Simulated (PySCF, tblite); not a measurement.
# C6H14NP: geometry, infrared bands and NMR shifts

What infrared bands and NMR shifts should C6H14NP (`CC(C)=PCN(C)C`) show?

Programs: tblite 0.8.0 and PySCF 2.14.0, with density-fitted response routines of our own. Each step states its level of theory. These are calculated values for one molecule in the gas phase, unless marked as measured. Atoms are numbered from 0 throughout.

## 1. The starting structure

22 atoms, charge 0, multiplicity 1; geometry from: force field or distance geometry start.

Bonds of the start (Å): C0–C1 1.50, C1–C2 1.48, C1–P3 1.67, P3–C4 1.85, C4–N5 1.42, N5–C6 1.45, N5–C7 1.45, C0–H8 1.11, C0–H9 1.13, C0–H10 1.11, C2–H11 1.11, C2–H12 1.13, C2–H13 1.12, C4–H14 1.12, C4–H15 1.13, C6–H16 1.12, C6–H17 1.12, C6–H18 1.10, C7–H19 1.11, C7–H20 1.12, C7–H21 1.10.

## 2. Geometry optimisation with GFN2-xTB

The job: settings as JSON, then the geometry in Å.

```
{"job": {"kind": "relax", "xc": "GFN2-xTB", "basis": "xTB"}, "charge": 0, "multiplicity": 1}
C     -2.368700    -1.158100     0.298000
C     -2.192300     0.327900     0.197100
C     -3.340400     1.262300     0.307400
P     -0.641300     0.910400    -0.016600
C      0.716900    -0.335600    -0.108000
N      2.004400     0.147600     0.253300
C      2.937400    -0.956300     0.103600
C      2.492300     1.242100    -0.565500
H     -1.636800    -1.713200    -0.326900
H     -2.145600    -1.463100     1.358200
H     -3.397400    -1.415900    -0.019800
H     -3.844300     1.048000     1.277500
H     -4.036500     1.081600    -0.563900
H     -3.034600     2.333500     0.227200
H      0.687100    -0.738100    -1.150500
H      0.499200    -1.189500     0.601000
H      2.629000    -1.490200    -0.835800
H      2.818300    -1.737700     0.901300
H      3.982100    -0.625100    -0.012000
H      3.496900     0.964000    -0.932900
H      2.580300     2.192200     0.013400
H      1.783800     1.332700    -1.407500
```

On the command line:

```
> OMP_NUM_THREADS=1 python probes_run.py task.json out
```

One launch serves the whole session: the jobs run in the order shown.

**Question.** This job is followed by: GFN2-xTB harmonic vibrations, gas phase; GIAO PBE0/pcSseg-1 NMR shielding, non-relativistic, gas phase. Predict these results of the whole session: strongest single infrared mode (GFN2-xTB); zero-point energy (GFN2-xTB); 13C shifts against TMS (PBE0/pcSseg-1, means over atoms taken as alike); 1H shifts against TMS (PBE0/pcSseg-1, means over atoms taken as alike); 31P shifts against H3PO4 (PBE0/pcSseg-1); 15N shifts against NH3 (PBE0/pcSseg-1).

The runs gave:

```
                                                               quantity                              value
                              strongest single infrared mode (GFN2-xTB)              2842 cm⁻¹, 177 km/mol
                                           zero-point energy (GFN2-xTB)                     118.6 kcal/mol
13C shifts against TMS (PBE0/pcSseg-1, means over atoms taken as alike)  212.2, 66.3, 48.4, 34.5, 27.6 ppm
 1H shifts against TMS (PBE0/pcSseg-1, means over atoms taken as alike)         2.79, 2.47, 2.34, 2.33 ppm
                               31P shifts against H3PO4 (PBE0/pcSseg-1)                          260.8 ppm
                                 15N shifts against NH3 (PBE0/pcSseg-1)                           38.3 ppm
```

Relaxing lowered the energy by 0.968 eV in 133 steps; the close pair that moved most is C2–H12, from 1.130 to 1.091 Å. No mode is imaginary among the 60: a minimum at this level. The strongest single mode, at 2842 cm⁻¹, moves mainly H16 and H21. Unscaled tight-binding wavenumbers are off by several per cent, some by more. Its intensities can rank the bands wrongly. H14, H15 (mean) (hydrogen on an sp3 CH2 bonded to N and P) lies farthest downfield among hydrogen, at 2.79 ppm; its carbon carries N, hence the downfield position. At PBE0/pcSseg-1: The largest span, 650 ppm, is at P3, where the paramagnetic term is -914 ppm.
